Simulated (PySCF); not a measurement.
# C4H6PSi: the cost of one run

Programs: PySCF 2.14.0, with routines of our own; each step states its level. All values are computed. Atoms count from 0.

## (1) The starting structure

12 atoms, charge -1, multiplicity 1; geometry from: GFN2-xTB.

## (2) Magnetic properties: GIAO PBE/aug-pcSseg-1

What the job is given:

```
{"job": {"kind": "mag", "xc": "PBE", "basis": "aug-pcSseg-1", "isotopologues": 2}, "charge": -1, "multiplicity": 1}
Si    -1.905020     0.177065     0.019706
C     -0.088086    -0.131768     0.017075
C      0.898506     0.876223    -0.040349
C      2.177756     0.383735    -0.055387
P      2.231137    -1.366458    -0.003347
C      0.497666    -1.396471     0.037614
H     -2.669627    -0.785204     0.840669
H     -2.560271     0.124337    -1.311405
H     -2.251695     1.513314     0.548894
H      0.661572     1.934838    -0.066673
H      3.074031     0.990345    -0.091966
H     -0.064771    -2.320642     0.079142
```

With the program's defaults for keys left out, this is: GIAO PBE/aug-pcSseg-1 magnetisability, rotational g tensor and spin-rotation constants, non-relativistic, gas phase.

The run is started by

```console
$ OMP_NUM_THREADS=1 python excited_run.py task.json out
```

The driver reads the jobs from task.json and runs them one after another.

Q: Estimate the wall time and peak memory of this first job on 1 thread of AMD EPYC 7R43, shared host.

About 51 s, with a peak of 0.84 GiB.
